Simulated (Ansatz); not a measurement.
# C2H8Al2Si: how energies converge with the basis set

An exercise on one series of results from a longer session: the logs are not shown, and one member is left open.

The runs use Ansatz 0.2.0, Gaussian basis; one geometry, several basis sets.

Levels to be run: PBE0-D4/def2-SVP; ωB97M-V/def2-SVP; PBE0-D4/def2-QZVPP; ωB97M-V/def2-QZVPP; the functionals' def2-TZVPP values are taken from earlier runs.

### The relaxed structure

The geometry comes from an earlier relaxation with PBE0-D4 in a triple-zeta def2 set; it is a stationary point, not always the lowest conformer.

13 atoms, charge 0, spin multiplicity 1.

Atoms are counted from 1 here; the program's logs count them from 0.

Bond lengths: Si1–Al2 2.458 Å, Si1–H6 1.492 Å, Si1–H7 1.490 Å, Si1–H8 1.492 Å, Al2–Al3 2.515 Å, Al2–H9 1.592 Å, Al3–C4 1.953 Å, Al3–C5 1.953 Å, C4–C5 1.525 Å, C4–H10 1.088 Å, C4–H11 1.088 Å, C5–H12 1.088 Å, C5–H13 1.088 Å. Angles: Al2–Si1–H6 110.5°, Al2–Si1–H7 112.6°, Al2–Si1–H8 111.3°, H6–Si1–H7 107.4°, H6–Si1–H8 107.3°, H7–Si1–H8 107.6°, Si1–Al2–Al3 120.6°, Si1–Al2–H9 119.5°, Al3–Al2–H9 119.9°, Al2–Al3–C4 157.3°, Al2–Al3–C5 156.6°, C4–Al3–C5 45.9°, Al3–C4–C5 67.0°, Al3–C4–H10 119.0°, Al3–C4–H11 119.0°, C5–C4–H10 116.7°, C5–C4–H11 116.8°, H10–C4–H11 111.7° and more.

Set-up of the first run:

in.yaml reads:

```yaml
crystal:
  periodic: [false, false, false]
  atoms:
    - {symbol: Si, position_ang: [-3.147100, -0.038985, 1.156735]}
    - {symbol: Al, position_ang: [-0.823989, 0.625937, 1.606208]}
    - {symbol: Al, position_ang: [0.988352, 0.155021, -0.072338]}
    - {symbol: C, position_ang: [2.110161, 0.451247, -1.643504]}
    - {symbol: C, position_ang: [2.374971, -0.889738, -0.967799]}
    - {symbol: H, position_ang: [-4.021078, 1.164845, 1.036426]}
    - {symbol: H, position_ang: [-3.284794, -0.816871, -0.107111]}
    - {symbol: H, position_ang: [-3.696113, -0.876155, 2.262815]}
    - {symbol: H, position_ang: [-0.470101, 1.369739, 2.968397]}
    - {symbol: H, position_ang: [2.906506, 1.190140, -1.591195]}
    - {symbol: H, position_ang: [1.653512, 0.420567, -2.630070]}
    - {symbol: H, position_ang: [3.341022, -1.009161, -0.482703]}
    - {symbol: H, position_ang: [2.088950, -1.781286, -1.521059]}
basis:
  gaussian: {orbitals: def2-SVP}
hamiltonian: {xc: pbe0, dispersion: d4}
output: {orbitals: {seedname: orbitals}}
```

Steps of the session up to this table: PBE0-D4 in def2-SVP; ωB97M-V in def2-SVP; PBE0-D4 in def2-QZVPP; ωB97M-V in def2-QZVPP.

One table of the session follows, with a row left open; its other results are not shown here.

It belongs to the step «Density functionals: the series». 

| functional | basis | HOMO (eV) | LUMO (eV) |
| --- | --- | --- | --- |
| PBE0-D4 | def2-SVP | ? | ? |
| PBE0-D4 | def2-TZVPP | -5.55 | -2.51 |
| PBE0-D4 | def2-QZVPP | -5.55 | -2.52 |
| ωB97M-V | def2-SVP | -7.45 | -0.89 |
| ωB97M-V | def2-TZVPP | -7.46 | -0.94 |
| ωB97M-V | def2-QZVPP | -7.47 | -0.99 |

**Question.** Estimate the row for PBE0-D4, def2-SVP.

**Answer.** HOMO (eV): -5.56; LUMO (eV): -2.51. In the column «HOMO (eV)» it lies between ωB97M-V, def2-SVP (-7.45) and PBE0-D4, def2-TZVPP (-5.55).
